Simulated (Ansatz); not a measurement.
# CH8B2Si: a ladder of functionals and wavefunction methods

The task here is to estimate one member of a computed series from the others.

Method: functionals in def2-TZVPP, the program's frozen cores in correlated methods; program: Ansatz 0.2.0, Gaussian basis.

Plan: LDA (SPW92), PBE-D4, revPBE-D4, BLYP-D4, r2SCAN-D4, B97M-V, PBE0-D4, B3LYP-D4, r2SCANh-D4, r2SCAN0-D4, HSE06-D4, BHLYP-D4, CAM-B3LYP-D4, LC-ωPBE, ωB97X-V, ωB97M-V, B2PLYP, PBE-QIDH; CCSD(T)/def2-SVP; CCSD(T)/def2-TZVPP; MP2/def2-QZVPP; extrapolation to the limit; RPA on PBE.

### Structure used throughout

The geometry comes from an earlier relaxation with PBE0-D4 in a triple-zeta def2 set; it is a stationary point, not always the lowest conformer.

SMILES `BBC[SiH3]`, 12 atoms, charge 0, spin multiplicity 1.

Atoms are counted from 1 here; the program's logs count them from 0.

Bond lengths: B1–B2 1.642 Å, B1–H5 1.201 Å, B1–H6 1.201 Å, B2–C3 1.545 Å, B2–H7 1.210 Å, C3–Si4 1.892 Å, C3–H8 1.094 Å, C3–H9 1.094 Å, Si4–H10 1.486 Å, Si4–H11 1.487 Å, Si4–H12 1.486 Å. Angles: B2–B1–H5 122.6°, B2–B1–H6 121.7°, H5–B1–H6 115.6°, B1–B2–C3 128.4°, B1–B2–H7 114.7°, C3–B2–H7 116.8°, B2–C3–Si4 106.7°, B2–C3–H8 115.5°, B2–C3–H9 114.0°, Si4–C3–H8 104.9°, Si4–C3–H9 104.9°, H8–C3–H9 109.8°, C3–Si4–H10 111.0°, C3–Si4–H11 109.1°, C3–Si4–H12 110.5°, H10–Si4–H11 108.7°, H10–Si4–H12 108.7°, H11–Si4–H12 108.8°.

Set-up of the first run:

in.yaml

```yaml
crystal:
  periodic: [false, false, false]
  atoms:
    - {symbol: B, position_ang: [-1.691478, 1.371311, 0.168337]}
    - {symbol: B, position_ang: [-0.267472, 0.778048, 0.731009]}
    - {symbol: C, position_ang: [0.228532, -0.685545, 0.733836]}
    - {symbol: Si, position_ang: [1.153458, -0.950272, -0.895689]}
    - {symbol: H, position_ang: [-1.851320, 1.694375, -0.977134]}
    - {symbol: H, position_ang: [-2.625015, 1.568068, 0.897957]}
    - {symbol: H, position_ang: [0.506877, 1.617242, 1.130080]}
    - {symbol: H, position_ang: [-0.555810, -1.448339, 0.739089]}
    - {symbol: H, position_ang: [0.964192, -0.904489, 1.513768]}
    - {symbol: H, position_ang: [2.233952, 0.055827, -1.065571]}
    - {symbol: H, position_ang: [1.762075, -2.306626, -0.895541]}
    - {symbol: H, position_ang: [0.219109, -0.844698, -2.046240]}
basis:
  gaussian: {orbitals: def2-TZVPP}
hamiltonian: {xc: lda}
output: {orbitals: {seedname: orbitals}}
```

Run with:

```
ansatz run in.yaml --threads 2 --pin off --events-out ev --progress --plain --max-ram 4352MiB
```

Among the steps run: LDA; PBE-D4 (GGA); revPBE-D4 (GGA); BLYP-D4 (GGA); r2SCAN-D4 (meta-GGA); B97M-V (meta-GGA); B3LYP-D4 (hybrid); r2SCANh-D4 (hybrid); r2SCAN0-D4 (hybrid); HSE06-D4 (hybrid); BHLYP-D4 (hybrid); CAM-B3LYP-D4 (range-separated); LC-ωPBE (range-separated); ωB97X-V (range-separated); ωB97M-V (range-separated); B2PLYP (double hybrid); PBE-QIDH (double hybrid).

One table of the session follows, with a row left open; its other results are not shown here.

It belongs to the step «Frontier levels by functional». 

| functional | HOMO (eV) | LUMO (eV) | gap (eV) |
| --- | --- | --- | --- |
| LDA (SPW92) | -6.80 | -2.91 | 3.89 |
| PBE-D4 | ? | ? | ? |
| revPBE-D4 | -6.72 | -2.51 | 4.22 |
| BLYP-D4 | -6.68 | -2.47 | 4.22 |
| r2SCAN-D4 | -7.03 | -2.23 | 4.80 |
| B97M-V | -7.17 | -2.40 | 4.77 |
| PBE0-D4 | -8.08 | -1.63 | 6.46 |
| B3LYP-D4 | -7.91 | -1.85 | 6.06 |
| r2SCANh-D4 | -7.52 | -1.90 | 5.62 |
| r2SCAN0-D4 | -8.26 | -1.40 | 6.86 |
| HSE06-D4 | -7.68 | -2.01 | 5.67 |
| BHLYP-D4 | -9.38 | -0.61 | 8.77 |
| CAM-B3LYP-D4 | -9.53 | -0.55 | 8.99 |
| LC-ωPBE | -10.90 | 0.67 | 11.58 |
| ωB97X-V | -10.54 | 0.55 | 11.09 |
| ωB97M-V | -10.37 | 0.25 | 10.63 |

Estimate the missing values for PBE-D4.

**Answer.** HOMO (eV): -6.75; LUMO (eV): -2.63; gap (eV): 4.13. In the column «HOMO (eV)» it lies between LDA (SPW92) (-6.80) and revPBE-D4 (-6.72).
